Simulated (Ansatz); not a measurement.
# B2FGaH4O: small, medium and large basis sets

One table from this session's results is given with a row withheld; the runs are named, their logs left out.

Program: Ansatz 0.2.0, Gaussian basis. Level of theory: one geometry, several basis sets. These are calculated values, not measurements.

Levels to be run: PBE0-D4/def2-SVP; ωB97M-V/def2-SVP; PBE0-D4/def2-QZVPP; ωB97M-V/def2-QZVPP; the functionals' def2-TZVPP values are taken from earlier runs.

**The relaxed structure**

An earlier PBE0-D4 in a triple-zeta def2 set relaxation fixed the geometry.

9 atoms, charge 0, spin multiplicity 1.

Atoms are counted from 1 here; the program's logs count them from 0.

Bond lengths: O1–Ga2 1.795 Å, O1–H6 0.959 Å, Ga2–B3 2.087 Å, Ga2–H7 1.563 Å, B3–B4 1.655 Å, B3–H8 1.200 Å, B4–F5 1.330 Å, B4–H9 1.210 Å. Angles: Ga2–O1–H6 114.9°, O1–Ga2–B3 118.3°, O1–Ga2–H7 111.8°, B3–Ga2–H7 129.8°, Ga2–B3–B4 122.6°, Ga2–B3–H8 115.9°, B4–B3–H8 121.2°, B3–B4–F5 124.2°, B3–B4–H9 119.4°, F5–B4–H9 116.3°.

The first run:

Input file in.yaml:

```yaml
crystal:
  periodic: [false, false, false]
  atoms:
    - {symbol: O, position_ang: [-2.149627, 0.213120, 1.439365]}
    - {symbol: Ga, position_ang: [-0.486010, -0.447183, 1.300336]}
    - {symbol: B, position_ang: [0.362003, -0.603827, -0.600512]}
    - {symbol: B, position_ang: [1.293423, 0.593246, -1.263870]}
    - {symbol: F, position_ang: [0.814912, 1.594367, -1.996713]}
    - {symbol: H, position_ang: [-2.547538, 0.482440, 0.609415]}
    - {symbol: H, position_ang: [0.104901, -0.832235, 2.695590]}
    - {symbol: H, position_ang: [0.213346, -1.656847, -1.156649]}
    - {symbol: H, position_ang: [2.483091, 0.610719, -1.044161]}
basis:
  gaussian: {orbitals: def2-SVP}
hamiltonian: {xc: pbe0, dispersion: d4}
output: {orbitals: {seedname: orbitals}}
```

The run is started by

```bash
> ansatz run in.yaml --threads 4 --pin off --events-out ev --progress --plain --max-ram 10444MiB
```

Among the steps run: PBE0-D4 in def2-SVP; ωB97M-V in def2-SVP; PBE0-D4 in def2-QZVPP; ωB97M-V in def2-QZVPP.

One of the session's tables, all rows but one given; the rest of the session is left out.

It belongs to the step «Density functionals: the series». 

| functional | basis | HOMO (eV) | LUMO (eV) |
| --- | --- | --- | --- |
| PBE0-D4 | def2-SVP | -7.50 | -2.69 |
| PBE0-D4 | def2-TZVPP | ? | ? |
| PBE0-D4 | def2-QZVPP | -7.60 | -2.79 |
| ωB97M-V | def2-SVP | -9.60 | -0.64 |
| ωB97M-V | def2-TZVPP | -9.70 | -0.82 |
| ωB97M-V | def2-QZVPP | -9.73 | -0.87 |

Estimate the missing values for PBE0-D4, def2-TZVPP.

As computed: HOMO (eV): -7.58; LUMO (eV): -2.77. In the column «HOMO (eV)» it lies between PBE0-D4, def2-QZVPP (-7.60) and PBE0-D4, def2-SVP (-7.50).
